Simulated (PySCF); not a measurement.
**The bond of SeI+, level by level**

The task here is to estimate one member of a computed series from the others.

Computed with PySCF 2.14.0. Level: Se def2-SVP, I def2-SVP with ECP28, scalar-relativistic core potentials.

3 further runs of the same task are left out: 3 that didn't finish.

The first run:

Settings of the job:

```json
{
  "atoms": "Se, I",
  "charge": "1",
  "basis": "Se def2-SVP, I def2-SVP with ECP28",
  "Hamiltonian": "scalar-relativistic core potentials",
  "basis functions": "58",
  "electrons treated": "58",
  "masses in u": "79.9165, 126.9045",
  "levels": "PBE0, PBE, r²SCAN, PBEsol, HF, MP2, SCS-MP2",
  "grid": "80 radial by 434 angular points",
  "occupations": "held fixed by the projection of orbital angular momentum",
  "dissociation limit": "Se+ + I, each in its ground configuration",
  "starting distance in angstrom": "2.525",
  "values of 2S to try": "0, 2, 4"
}
```

Started as:

```sh
$ OMP_NUM_THREADS=1 python dia.py task.json out
```

Steps of the session up to this table: Input; First curve: PBE0; Higher solutions at PBE0; PBE (GGA); r²SCAN; PBEsol (GGA); UHF.

One of the session's tables, all rows but one given; the rest of the session is left out.

Energy (eV) from each level's lowest point:

```
R (Å)    UHF  UHF-MP2  UHF-SCS-MP2    PBE  PBEsol
2.046  1.709    1.668        1.711  1.795   1.668
2.141  0.762    0.700        0.739  0.819   0.734
2.236      ?        ?            ?      ?       ?
2.308  0.068    0.027        0.044  0.078   0.055
2.379  0.000    0.000        0.000  0.000   0.000
2.450  0.012    0.073        0.053  0.015   0.036
2.546  0.105    0.270        0.224  0.135   0.182
2.664  0.273    0.607        0.535  0.387   0.463
2.807  0.466    1.034        0.947  0.763   0.869
2.998  0.649    1.467        1.369  1.294   1.435
```

**Question.** Estimate the row for R (Å) = 2.236.

Worked estimate for «UHF». A straight line through the neighbours (2.141, 0.762) and (2.308, 0.068) gives 0.762 + (0.068 − 0.762) × (2.236 − 2.141) / (2.308 − 2.141) = 0.367; a parabola fitted to 4 rows on both sides gives 0.231.

The run gave: UHF: 0.252; UHF-MP2: 0.191; UHF-SCS-MP2: 0.220; PBE: 0.280; PBEsol: 0.232. In «UHF» the line misses by +0.115 and the parabola by -0.021.
